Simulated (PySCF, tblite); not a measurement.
# C₆H₇N+ (doublet): geometry, infrared bands and EPR parameters

Aim: predict the infrared bands and EPR parameters of C₆H₇N+ (doublet) (`[H]/N=C/[C+]=[C]/C1CC1`).

Computed with tblite 0.8.0 and PySCF 2.14.0, with density-fitted response routines of our own, on a single molecule in the gas phase. Atoms are numbered from 0 throughout.

### 1 The starting structure

14 atoms, charge 1, multiplicity 2; geometry from: force field or distance geometry start.

Bonds of the start (Å): N0–C1 1.28, C1–C2 1.43, C2–C3 1.31, C3–C4 1.47, C4–C5 1.53, C5–C6 1.52, C6–C4 1.51, N0–H7 1.06, C1–H8 1.09, C4–H9 1.11, C5–H10 1.10, C5–H11 1.10, C6–H12 1.08, C6–H13 1.12.

### 2 Relaxing the molecule with GFN2-xTB

What the job is given:

```
{"job": {"kind": "relax", "xc": "GFN2-xTB", "basis": "xTB"}, "charge": 1, "multiplicity": 2}
N      3.179700     0.525900     0.688400
C      2.710400    -0.572200     0.222300
C      1.387500    -0.721200    -0.309000
C      0.085800    -0.646700    -0.446400
C     -0.864400    -0.087400     0.524900
C     -2.311900    -0.379700     0.113800
C     -1.791100     1.048400     0.182100
H      4.155100     0.628900     1.089700
H      3.321400    -1.479000     0.230600
H     -0.622700    -0.101400     1.612700
H     -2.916700    -0.770800     0.949200
H     -2.511300    -0.730200    -0.904800
H     -1.688800     1.604700    -0.741300
H     -2.133700     1.680200     1.045700
```

Started as:

```sh
> OMP_NUM_THREADS=1 python probes_run.py task.json out
```

This one command runs all jobs of the session in turn.

Output:

```text
step      E/eV     max force
  0    -507.79833    6.333
  1    -508.13213    7.319
  2    -508.52186    2.225
  3    -508.71374    2.014
  4    -508.80952    1.470
  5    -508.86652    0.639
  6    -508.90430    0.674
  7    -508.94006    0.552
  8    -508.96057    0.492
  9    -508.99793    0.545
 10    -509.03444    0.764
 11    -509.07160    0.661
 12    -509.09970    0.406
 13    -509.12616    0.462
 14    -509.15941    0.577
 15    -509.19950    0.614
 16    -509.24306    0.598
 17    -509.28691    0.732
 18    -509.33125    0.645
 19    -509.37043    0.517
 20    -509.40999    0.541
 21    -509.44644    0.554
 22    -509.47539    0.420
 23    -509.49475    0.478
 24    -509.50071    0.651
 25    -509.51204    0.359
 26    -509.51741    0.397
 27    -509.52518    0.237
 28    -509.53745    0.293
 29    -509.54397    0.301
 30    -509.55495    0.286
 31    -509.56280    0.304
 32    -509.57391    0.372
 33    -509.58551    0.311
 34    -509.59489    0.255
 35    -509.60036    0.228
 36    -509.60520    0.352
 37    -509.61081    0.243
 38    -509.62153    0.231
 39    -509.62587    0.166
 40    -509.62999    0.164
 41    -509.63267    0.147
 42    -509.63552    0.136
 43    -509.63740    0.112
 44    -509.63842    0.083
 45    -509.63909    0.079
 46    -509.63980    0.077
 47    -509.64074    0.068
 48    -509.64126    0.069
 49    -509.64162    0.045
 50    -509.64192    0.045
 51    -509.64234    0.082
 52    -509.64295    0.123
 53    -509.64378    0.141
 54    -509.64472    0.106
 55    -509.64560    0.080
 56    -509.64644    0.072
 57    -509.64744    0.113
 58    -509.64863    0.120
 59    -509.64972    0.078
 60    -509.65050    0.058
 61    -509.65110    0.076
 62    -509.65178    0.088
 63    -509.65248    0.073
 64    -509.65308    0.066
 65    -509.65358    0.067
 66    -509.65407    0.075
 67    -509.65452    0.049
 68    -509.65483    0.043
 69    -509.65503    0.034
 70    -509.65524    0.047
 71    -509.65549    0.046
 72    -509.65572    0.047
 73    -509.65588    0.036
 74    -509.65601    0.031
 75    -509.65616    0.037
 76    -509.65630    0.026
 77    -509.65642    0.025
 78    -509.65650    0.023
 79    -509.65656    0.021
 80    -509.65661    0.017
 81    -509.65666    0.019
 82    -509.65671    0.022
 83    -509.65678    0.026
 84    -509.65685    0.023
 85    -509.65692    0.020
 86    -509.65698    0.024
 87    -509.65705    0.029
 88    -509.65715    0.031
 89    -509.65727    0.034
 90    -509.65739    0.030
 91    -509.65754    0.041
 92    -509.65777    0.042
 93    -509.65810    0.058
 94    -509.65855    0.072
 95    -509.65908    0.077
 96    -509.65958    0.049
 97    -509.65906    0.254
 98    -509.66012    0.042
 99    -509.66034    0.042
100    -509.66080    0.094
101    -509.66103    0.033
102    -509.66115    0.023
103    -509.66137    0.026
104    -509.66142    0.021
105    -509.66158    0.026
106    -509.66167    0.027
107    -509.66172    0.021
108    -509.66175    0.025
109    -509.66177    0.015
110    -509.66178    0.010
```

It took 0.5 s on 1 thread of Arm Neoverse V2, shared host; peak memory 0.18 GiB.

Step by step: (not every step is listed)

```csv
step,energy from step 0 (eV),largest force (eV/Å)
0,0.0000,6.3333
1,-0.3338,7.3191
2,-0.7235,2.2253
3,-0.9154,2.0140
4,-1.0112,1.4700
5,-1.0682,0.6392
6,-1.1060,0.6740
7,-1.1417,0.5516
8,-1.1622,0.4924
17,-1.4886,0.7320
26,-1.7191,0.3969
35,-1.8020,0.2280
44,-1.8401,0.0828
53,-1.8454,0.1408
62,-1.8534,0.0879
71,-1.8572,0.0463
80,-1.8583,0.0171
89,-1.8589,0.0335
98,-1.8618,0.0422
105,-1.8632,0.0260
106,-1.8633,0.0266
107,-1.8634,0.0209
108,-1.8634,0.0251
109,-1.8634,0.0153
110,-1.8635,0.0095
```

Distances of close pairs at the start and the end, largest changes first:

```csv
bond,before (Å),after (Å),change (Å)
C2–C3,1.311,1.223,-0.088
C3–C4,1.469,1.390,-0.079
C5–C6,1.522,1.468,-0.054
N0–H7,1.060,1.011,-0.049
C6–H13,1.124,1.080,-0.043
C1–C2,1.433,1.391,-0.042
N0–C1,1.282,1.241,-0.041
C4–C6,1.505,1.543,+0.037
```

The end geometry stands in the next job.

### 3 Vibrational analysis with GFN2-xTB

What the job is given:

```
{"job": {"kind": "ir", "xc": "GFN2-xTB", "basis": "xTB"}, "charge": 1, "multiplicity": 2}
N      3.682671     0.396664     0.250679
C      2.763164    -0.436738     0.281853
C      1.403064    -0.260288     0.514438
C      0.197644    -0.214233     0.715148
C     -1.162349    -0.052420     0.954283
C     -2.166594    -0.391535    -0.163588
C     -1.956104     1.019785     0.179803
H      4.654531     0.186161     0.067050
H      2.944363    -1.521999     0.109717
H     -1.461140    -0.241822     1.979822
H     -3.056287    -0.899597     0.181145
H     -1.758517    -0.772719    -1.088029
H     -1.391493     1.645612    -0.495441
H     -2.693632     1.542656     0.770982
```

Output:

```text
mode    cm-1     km/mol
  1      50.9      7.84
  2      98.8      4.06
  3     126.0     23.94
  4     203.2      1.91
  5     259.1     32.29
  6     435.5      0.24
  7     442.4      0.41
  8     534.3      9.29
  9     693.1     20.69
 10     703.7     36.68
 11     728.6     37.90
 12     797.7     11.56
 13     823.0     15.76
 14     846.8      9.33
 15     887.2    476.09
 16     955.0    140.71
 17     974.7     41.86
 18     981.3     30.35
 19    1059.5     47.27
 20    1061.1      8.55
 21    1118.0    115.92
 22    1131.6      0.44
 23    1188.3     24.06
 24    1235.5     41.90
 25    1364.9    110.44
 26    1392.6      7.25
 27    1453.3     17.59
 28    1757.8    124.39
 29    2212.9    186.62
 30    2665.9     43.92
 31    3026.2     10.46
 32    3078.7     38.34
 33    3086.5     17.77
 34    3104.0      0.79
 35    3119.4      1.09
 36    3404.0    197.14
```

Run time: 0.3 s. Hardware: 1 thread of Arm Neoverse V2, shared host; peak memory 0.18 GiB.

The strongest bands and the atoms that carry them (share of the mass-weighted mode):

| cm⁻¹ | km/mol | atoms |
| --- | --- | --- |
| 887 | 476.1 | H7 44 %, C4 16 % |
| 955 | 140.7 | H13 23 %, H12 22 %, C4 10 % |
| 1060 | 47.3 | H11 27 %, H10 26 %, H12 17 %, H13 16 % |
| 1118 | 115.9 | H8 63 % |
| 1365 | 110.4 | C4 42 %, C2 14 % |
| 1758 | 124.4 | C1 58 %, N0 36 % |
| 2213 | 186.6 | C3 49 %, C2 48 % |
| 3404 | 197.1 | H7 93 % |

### 4 g tensor and hyperfine couplings: B3LYP/pcH-1

Settings changed since step 3:

```diff
@@ -1,2 +1,2 @@
-{"job": {"kind": "ir", "xc": "GFN2-xTB", "basis": "xTB"}, "charge": 1, "multiplicity": 2}
+{"job": {"kind": "epr", "basis": "pcH-1"}, "charge": 1, "multiplicity": 2}
 N      3.682671     0.396664     0.250679
```

With the program's defaults for keys left out, this is: UKS B3LYP, pcH-1 on C H N, non-relativistic, mean-field spin-orbit, GIAO.

Output:

```text
UKS, coarse grid
  cycle   1  E = -287.14555195  |g| = 2.60e-01
  cycle   2  E = -286.92473434  |g| = 6.81e-01
  cycle   3  E = -287.13774277  |g| = 2.53e-01
  cycle   4  E = -287.17505796  |g| = 7.87e-02
  cycle   5  E = -287.17786005  |g| = 4.49e-02
  cycle   6  E = -287.17887629  |g| = 9.59e-03
  cycle   7  E = -287.17892230  |g| = 3.69e-03
  cycle   8  E = -287.17893043  |g| = 2.79e-03
  cycle   9  E = -287.17893716  |g| = 1.90e-03
  cycle  10  E = -287.17894038  |g| = 1.05e-03
  cycle  11  E = -287.17894218  |g| = 4.62e-04
UKS, final grid
  cycle   1  E = -287.17896072  |g| = 1.08e-03
  cycle   2  E = -287.17895306  |g| = 3.99e-03
  cycle   3  E = -287.17896101  |g| = 7.19e-04
  cycle   4  E = -287.17896135  |g| = 1.26e-04
  cycle   5  E = -287.17896137  |g| = 6.65e-05
  cycle   6  E = -287.17896142  |g| = 3.56e-05
  cycle   7  E = -287.17896143  |g| = 1.32e-05
E = -287.17896143 Eh   <S^2> = 0.7550 (exact 0.7500)
g shifts (ppm)      1          2          3
  rmc          -173       -173       -173
  gc             20         18         23
  oz_so          97        394       1262
  total         -56        238       1112
hyperfine (MHz)  atom isotope    a_iso     a_fc   dipolar eigenvalues
    0   14N      20.52      20.52    -15.03    -11.41     26.44
    1   13C     -45.32     -45.32    -11.81     -0.58     12.39
    2   13C      33.28      33.28    -27.50    -26.51     54.01
    3   13C     -15.01     -15.01    -17.93     -5.99     23.92
    4   13C       0.68       0.68    -14.69    -13.95     28.63
    5   13C       4.25       4.25     -8.64     -8.16     16.79
    6   13C       4.21       4.21     -8.46     -8.01     16.47
    7    1H       7.37       7.37    -15.85     -8.11     23.95
    8    1H     284.66     284.66     -5.76     -2.93      8.70
    9    1H     -12.26     -12.26     -5.63     -2.45      8.08
   10    1H      24.36      24.36     -4.56     -1.24      5.80
   11    1H       0.32       0.32     -4.74      0.40      4.34
   12    1H       1.96       1.96     -4.79      0.62      4.17
   13    1H      20.75      20.75     -4.38     -1.25      5.62
```

Run time: 56 s. Hardware: 1 thread of Arm Neoverse V2, shared host; peak memory 0.93 GiB.

Principal g values 2.00226, 2.00256, 2.00343; g(iso) = 2.00275, against 2.00232 for a free electron.

Mean a(iso) over the nuclei that a row names, and the largest dipolar term of the row (other rows stand at the frozen geometry):

```
  nuclei  isotope  a(iso) (MHz)  a(iso) (G, at g = 2.0023)  largest dipolar term (MHz)
      H8       1H         284.7                      101.6                         8.7
      C1      13C         -45.3                      -16.2                        12.4
      C2      13C          33.3                       11.9                        54.0
H10, H13       1H          22.6                        8.0                         5.8
      N0      14N          20.5                        7.3                        26.4
      C3      13C         -15.0                       -5.4                        23.9
      H9       1H         -12.3                       -4.4                         8.1
      H7       1H           7.4                        2.6                        24.0
  C5, C6      13C           4.2                        1.5                        16.8
H11, H12       1H           1.1                        0.4                        -4.8
      C4      13C           0.7                        0.2                        28.6
```

Mulliken spin populations:

N0 0.31; C1 -0.06; C2 0.31; C3 0.06; C4 0.13; C5 0.07; C6 0.07; H7 0.00; H8 0.11; H9 -0.01; H10 0.01; H11 0.00; H12 0.00; H13 0.01

In first order the couplings over 0.8 MHz of 1H, 14N give 208 distinct lines over 140.1 G, if the averaged nuclei exchange fast.

The fields below are evaluated on a grid from the run's orbitals.

ELF in a plane through or near 7 of the atoms.

Ten even steps from '0' (0.00) to '9' (1.00):
```
0000000000000000000000000000
0000000000000000000000000000
0000000000000000000000000000
0000000000000000000100000000
0000013530000000014870000000
0000016850000000128992000000
0000137971011001359995000000
0002678860144312559994000000
0005996362567655847860000000
0005987855728385663200000000
0001543614567275463210000000
0000000676658476876882000000
0000002997257644669997000000
0000005997033311238997000000
0000004995001000016993000000
0000001882000000002660000000
0000000000000000000000000000
0000000000000000000000000000
0000000000000000000000000000
0000000000000000000000000000
```
The map spans 14.4 Å across and 8.1 Å up, centred on the molecule. Atoms in the plane (x, y in Å): N0 (-3.6, 0.7), C1 (-2.8, -0.2), C2 (-1.4, -0.1), C6 (2.0, 0.8), H7 (-4.6, 0.6), H8 (-3.1, -1.3), H10 (3.0, -1.2).

log10 of the density (e/Å³) in the same plane.

Values, 10 rows by 14 columns:
```
-4.0 -4.0 -4.0 -4.0 -4.0 -4.0 -4.0 -4.0 -4.0 -4.0 -4.0 -4.0 -4.0 -4.0
-4.0 -4.0 -4.0 -3.7 -3.9 -4.0 -4.0 -3.9 -3.1 -2.9 -3.4 -4.0 -4.0 -4.0
-4.0 -4.0 -2.8 -1.8 -1.9 -3.0 -2.9 -2.6 -1.8 -1.4 -1.8 -3.5 -4.0 -4.0
-4.0 -3.8 -1.7 -0.5 -0.9 -1.9 -1.8 -1.7 -0.8 -0.1 -0.9 -2.9 -4.0 -4.0
-4.0 -3.2 -0.9  0.3  0.0 -0.5 -0.3 -0.5  0.0  0.1 -1.1 -2.8 -4.0 -4.0
-4.0 -3.6 -1.5 -0.6  0.8  0.4  0.4  0.2  0.3 -0.3 -1.4 -2.9 -4.0 -4.0
-4.0 -4.0 -2.8 -1.3  0.0 -0.7 -0.5 -0.7 -0.4 -0.1 -0.7 -2.6 -4.0 -4.0
-4.0 -4.0 -3.6 -2.0 -1.1 -1.9 -1.9 -2.0 -1.7 -1.2 -1.5 -3.1 -4.0 -4.0
-4.0 -4.0 -4.0 -3.1 -2.5 -3.0 -3.0 -3.1 -2.8 -2.5 -2.8 -4.0 -4.0 -4.0
-4.0 -4.0 -4.0 -4.0 -4.0 -4.0 -4.0 -4.0 -4.0 -4.0 -4.0 -4.0 -4.0 -4.0
```
The map spans 14.4 Å across and 8.1 Å up, centred on the molecule. Atoms in the plane (x, y in Å): N0 (-3.6, 0.7), C1 (-2.8, -0.2), C2 (-1.4, -0.1), C6 (2.0, 0.8), H7 (-4.6, 0.6), H8 (-3.1, -1.3), H10 (3.0, -1.2).

On the surface of density 0.002 e/bohr³ the electrostatic potential runs, from the 1st to the 99th percentile, from 2.71 V near N0 to 5.64 V near H7.

The spin density lies nearest to C2 25 %; N0 24 %; H8 10 %; C3, C4 about 9 % each.

### 5 What came out

```
                                 quantity                 value
strongest single infrared mode (GFN2-xTB)  887 cm⁻¹, 476 km/mol
             zero-point energy (GFN2-xTB)         67.2 kcal/mol
                           g(iso) (B3LYP)               2.00275
                                     ⟨S²⟩    0.755 (exact 0.75)
       largest a(iso) (averaged by class)   1H on H8, 284.7 MHz
```

What this shows: Relaxing lowered the energy by 1.863 eV in 110 steps; the close pair that moved most is C2–C3, from 1.311 to 1.223 Å. All 36 modes are real, so the xTB geometry is a minimum. The strongest single mode, at 887 cm⁻¹, is spread over many atoms; the largest shares are those of H7, C4. GFN2-xTB is a fitted tight-binding method: band positions and strengths are rough. Its intensities can rank the bands wrongly. The largest spin populations lie on C2 (0.31 e), N0 (0.31 e). The isotropic g lies 0.4 ppt above the free-electron value.
